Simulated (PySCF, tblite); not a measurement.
# C₂H₇ClOSi₃: geometry, infrared bands and NMR shifts

Wanted: the infrared bands and NMR shifts of C₂H₇ClOSi₃ (`C#C[Si@]([SiH3])(Cl)O[SiH3]`), by calculation.

Programs: tblite 0.8.0 and PySCF 2.14.0, with density-fitted response routines of our own. Each step states its level of theory. These are calculated values for one molecule in the gas phase, unless marked as measured. Atoms are numbered from 0 throughout.

## Step 1: The starting structure

14 atoms, charge 0, multiplicity 1; geometry from: force field or distance geometry start.

Bonds of the start (Å): C0–C1 1.22, C1–Si2 1.82, Si2–Si3 2.23, Si2–Cl4 2.09, Si2–O5 1.72, O5–Si6 1.73, C0–H7 1.06, Si3–H8 1.48, Si3–H9 1.45, Si3–H10 1.48, Si6–H11 1.47, Si6–H12 1.46, Si6–H13 1.47.

## Step 2: Geometry optimisation with GFN2-xTB

The job: settings as JSON, then the geometry in Å.

```
{"job": {"kind": "relax", "xc": "GFN2-xTB", "basis": "xTB"}, "charge": 0, "multiplicity": 1}
C      2.649800    -1.760200    -1.287200
C      1.698100    -1.178400    -0.796300
Si     0.302800    -0.332000    -0.000600
Si     0.997600     1.674300     0.679200
Cl    -0.402700    -1.381900     1.662200
O     -0.998700    -0.231600    -1.125100
Si    -2.455200    -0.199700    -0.192600
H      3.464600    -2.263900    -1.737500
H      2.269300     1.507000     1.420500
H      1.198800     2.549700    -0.462200
H     -0.075000     2.226100     1.535600
H     -2.383600    -1.185700     0.891500
H     -3.610200    -0.550500    -1.019300
H     -2.656300     1.126400     0.409700
```

Command:

```
OMP_NUM_THREADS=1 python probes_run.py task.json out
```

One launch serves the whole session: the jobs run in the order shown.

**Question.** This job is followed by: GFN2-xTB harmonic vibrations, gas phase; GIAO PBE0/pcSseg-1 NMR shielding, non-relativistic, gas phase. Predict these results of the whole session: strongest single infrared mode (GFN2-xTB); zero-point energy (GFN2-xTB); 13C shifts against TMS (PBE0/pcSseg-1); 1H shifts against TMS (PBE0/pcSseg-1, means over atoms taken as alike); 29Si shifts against TMS (PBE0/pcSseg-1); 35Cl shifts against HCl (PBE0/pcSseg-1); 17O shifts against H2O (PBE0/pcSseg-1); surface potential, 1st and 99th percentile.

As calculated:

```
                                                              quantity                     value
                             strongest single infrared mode (GFN2-xTB)      782 cm⁻¹, 790 km/mol
                                          zero-point energy (GFN2-xTB)             45.6 kcal/mol
                                13C shifts against TMS (PBE0/pcSseg-1)           101.3, 91.6 ppm
1H shifts against TMS (PBE0/pcSseg-1, means over atoms taken as alike)      5.17, 3.47, 2.17 ppm
                               29Si shifts against TMS (PBE0/pcSseg-1)  -22.9, -44.2, -112.2 ppm
                               35Cl shifts against HCl (PBE0/pcSseg-1)                    98 ppm
                                17O shifts against H2O (PBE0/pcSseg-1)                  59.3 ppm
                                 surface potential, 1st and 99th percentile        -0.65 V and 1.67 V
```

What this shows: The optimisation took 135 steps and gained 1.389 eV; among the close pairs (by a distance rule), O5–Si6 changed most, from 1.730 to 1.624 Å. All 36 modes are real, so the xTB geometry is a minimum. The strongest single mode, at 782 cm⁻¹, has its largest shares on H11, H12, H8 and H10 (the list is cut at 4 atoms). GFN2-xTB is a fitted tight-binding method: band positions and strengths are rough. Its intensities can rank the bands wrongly. At PBE0/pcSseg-1: Shielding is most anisotropic at C1 (span 298 ppm, paramagnetic term -168 ppm). At PBE0/pcSseg-1, counted by nearest atom on the grid, the HOMO lies on C0, C1 about 21 % each; Si2, Si3 about 13 % each, the LUMO on Si2 21 %; C0, C1 about 17 % each.
